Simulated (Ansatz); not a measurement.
# H₆NOPSi: basis-set convergence

How large a basis does H₆NOPSi need? Two functionals are run in growing sets.

The runs use Ansatz 0.2.0, Gaussian basis; one geometry, several basis sets.

Levels to be run: PBE0-D4/def2-SVP; ωB97M-V/def2-SVP; PBE0-D4/def2-QZVPP; ωB97M-V/def2-QZVPP; the functionals' def2-TZVPP values are taken from earlier runs.

**1. The relaxed structure**

The geometry comes from an earlier relaxation with PBE0-D4 in a triple-zeta def2 set; it is a stationary point, not always the lowest conformer.

10 atoms, charge 0, spin multiplicity 1.

Atoms are counted from 1 here; the program's logs count them from 0.

Bond lengths: O1–P2 1.655 Å, O1–H5 0.960 Å, P2–N3 1.690 Å, P2–H6 1.420 Å, N3–Si4 1.733 Å, N3–H7 1.012 Å, Si4–H8 1.487 Å, Si4–H9 1.482 Å, Si4–H10 1.489 Å. Angles: P2–O1–H5 110.1°, O1–P2–N3 105.6°, O1–P2–H6 93.3°, N3–P2–H6 96.8°, P2–N3–Si4 124.3°, P2–N3–H7 117.1°, Si4–N3–H7 117.7°, N3–Si4–H8 110.4°, N3–Si4–H9 106.7°, N3–Si4–H10 112.3°, H8–Si4–H9 110.6°, H8–Si4–H10 107.5°, H9–Si4–H10 109.5°.

**2. PBE0-D4 in def2-SVP**

in.yaml

```yaml
crystal:
  periodic: [false, false, false]
  atoms:
    - {symbol: O, position_ang: [-1.539426, 0.931129, -1.581699]}
    - {symbol: P, position_ang: [-1.375489, 0.562803, 0.023483]}
    - {symbol: N, position_ang: [-0.147238, -0.595982, 0.099879]}
    - {symbol: Si, position_ang: [1.429925, -0.304954, 0.757150]}
    - {symbol: H, position_ang: [-1.175065, 1.801751, -1.760002]}
    - {symbol: H, position_ang: [-2.464291, -0.348215, 0.008685]}
    - {symbol: H, position_ang: [-0.293444, -1.457601, -0.410034]}
    - {symbol: H, position_ang: [1.813822, -1.400362, 1.686059]}
    - {symbol: H, position_ang: [1.357621, 0.988091, 1.478426]}
    - {symbol: H, position_ang: [2.476586, -0.227760, -0.299146]}
basis:
  gaussian: {orbitals: def2-SVP}
hamiltonian: {xc: pbe0, dispersion: d4}
output: {orbitals: {seedname: orbitals}}
```

Command:

```bash
$ ansatz run in.yaml --threads 2 --pin off --events-out ev --progress --plain --max-ram 4352MiB
```

The runs that follow: ωB97M-V in def2-SVP; PBE0-D4 in def2-QZVPP; ωB97M-V in def2-QZVPP.

**Question.** What will the summary of the whole plan be? Wanted: PBE0-D4: double and triple zeta above quadruple; ωB97M-V: double and triple zeta above quadruple.

The runs gave:

```
                                       quantity           value
PBE0-D4: double and triple zeta above quadruple  11.59, 0.81 eV
ωB97M-V: double and triple zeta above quadruple  11.70, 0.76 eV
```

For PBE0-D4 the step from double to triple zeta gains 10.78 eV and the next only 0.81 eV. These are total energies; as a rule much of such shifts cancels in differences, which this series doesn't test. The LUMO of ωB97M-V is positive and keeps falling with the basis (2.41 to 1.22 eV): an unbound level that the basis holds in place.
